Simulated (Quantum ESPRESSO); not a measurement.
Crystal: Si2C.

```
Si C
1.0
     3.37973    0.00000    0.00000
    -1.68986    2.92693    0.00000
     0.00000    0.00000    4.65332
Si C
2 1
Cartesian
  0.0000 1.9513 3.4916
  0.0000 1.9513 1.1617
  0.0000 0.0000 0.0000
```

The cell was built by a generator and needn't be a form met in nature.

- Program: Quantum ESPRESSO 7.5
- Task: phonons
- Functional: rev-vdW-DF2
- Potentials or basis: GBRV 1.5 PBE
- Cutoff: 612 eV
- Density cutoff: 4898 eV
- k mesh: 8 × 8 × 5
- Occupations: cold, width 0.2 eV
- Spin: no spin polarisation
- Mixing beta: 0.5
- Most SCF iterations: 120
- SCF threshold: 6e-10 Ry

The cell and the atoms were relaxed first, to 11.85 Å³/atom (a = 2.890 Å, b = 2.890 Å, c = 4.914 Å, α = 90.00°, β = 90.00°, γ = 120.00°), and the response was taken there.

**Question.** Where do the zone-centre optical modes lie?

**Answer.** A''2 at 212i cm⁻¹ (IR); E'' at 126 cm⁻¹ (Raman); E' at 495 cm⁻¹ (IR and Raman); A'1 at 573 cm⁻¹ (Raman). Imaginary frequencies mark an instability of this cell.

Optical modes at Γ, degenerate ones joined:
| cm⁻¹ | components | symmetry | active in |
| --- | --- | --- | --- |
| 212i | 1 | A''2 | IR |
| 126 | 2 | E'' | Raman |
| 495 | 2 | E' | IR and Raman |
| 573 | 1 | A'1 | Raman |

Caveat: the mesh is thin for the phonons of a metal; the potentials were made for another functional, which shifts forces and pressure; some modes are imaginary; the volume moved by over 15 % at a fixed basis, so the end points are rough.
